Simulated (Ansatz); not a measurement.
**ClFH2MoO3: small, medium and large basis sets**

Aim: see how fast density functionals converge with the basis set for ClFH2MoO3.

Program: Ansatz 0.2.0, Gaussian basis. Level of theory: one geometry, several basis sets. These are calculated values, not measurements.

Plan: PBE0-D4/def2-SVP; ωB97M-V/def2-SVP; PBE0-D4/def2-QZVPP; ωB97M-V/def2-QZVPP; the functionals' def2-TZVPP values are taken from earlier runs.

1 further run of the same task is left out (for a known fault of the program). Runs told in other sessions of the task aren't counted.

**1. The geometry**

The geometry comes from an earlier relaxation with PBE0-D4 in a triple-zeta def2 set; it is a stationary point, not always the lowest conformer. Mo takes the def2 core potential; no spin-orbit term is included.

SMILES `[O]=[Mo]([OH])([OH])([F])[Cl]`, 8 atoms, charge 0, spin multiplicity 1.

Atoms are counted from 1 here; the program's logs count them from 0.

Bond lengths: O1–Mo2 1.650 Å, Mo2–O3 1.897 Å, Mo2–O4 1.848 Å, Mo2–F5 1.872 Å, Mo2–Cl6 2.277 Å, O3–H7 0.964 Å, O4–H8 0.963 Å. Angles: O1–Mo2–O3 113.5°, O1–Mo2–O4 100.7°, O1–Mo2–F5 100.1°, O1–Mo2–Cl6 110.2°, O3–Mo2–O4 84.0°, O3–Mo2–F5 81.0°, O3–Mo2–Cl6 136.0°, O4–Mo2–F5 158.0°, O4–Mo2–Cl6 93.3°, F5–Mo2–Cl6 86.5°, Mo2–O3–H7 113.6°, Mo2–O4–H8 126.1°.

As a file:

```xyz
8
charge 0, multiplicity 1
O    -0.2084    0.5269    1.9114
Mo   -0.1529    0.3106    0.2770
O     1.2974   -0.7710   -0.2925
O    -1.1313   -1.2481    0.1052
F     1.0557    1.6613   -0.1908
Cl   -1.7479    1.5791   -0.7374
H     2.1007   -0.2721   -0.4780
H    -1.1212   -1.8439   -0.6509
```

**2. PBE0-D4 in def2-SVP**

File in.yaml:

```yaml
crystal:
  periodic: [false, false, false]
  atoms:
    - {symbol: O, position_ang: [-0.208401, 0.526940, 1.911363]}
    - {symbol: Mo, position_ang: [-0.152885, 0.310604, 0.277044]}
    - {symbol: O, position_ang: [1.297429, -0.770996, -0.292514]}
    - {symbol: O, position_ang: [-1.131251, -1.248084, 0.105246]}
    - {symbol: F, position_ang: [1.055698, 1.661342, -0.190759]}
    - {symbol: Cl, position_ang: [-1.747931, 1.579134, -0.737430]}
    - {symbol: H, position_ang: [2.100716, -0.272103, -0.477987]}
    - {symbol: H, position_ang: [-1.121174, -1.843938, -0.650866]}
basis:
  gaussian: {orbitals: def2-SVP}
hamiltonian: {xc: pbe0, dispersion: d4}
output: {orbitals: {seedname: orbitals}}
```

The run is started by

```console
$ ansatz run in.yaml --threads 4 --pin off --events-out ev --progress --plain --max-ram 11315MiB
```

After this run come: ωB97M-V in def2-SVP; PBE0-D4 in def2-QZVPP; ωB97M-V in def2-QZVPP.

Before running them: what should the planned runs give, taken together? Wanted: PBE0-D4: double and triple zeta above quadruple; ωB97M-V: double and triple zeta above quadruple.

**Answer**, as computed:

```
                                       quantity           value
PBE0-D4: double and triple zeta above quadruple  17.06, 0.98 eV
ωB97M-V: double and triple zeta above quadruple  17.22, 0.95 eV
```

**Reading.** PBE0-D4 gains 16.08 eV from double to triple zeta, then 0.98 eV more. Total energies overstate the basis error of differences, where much of it tends to cancel.
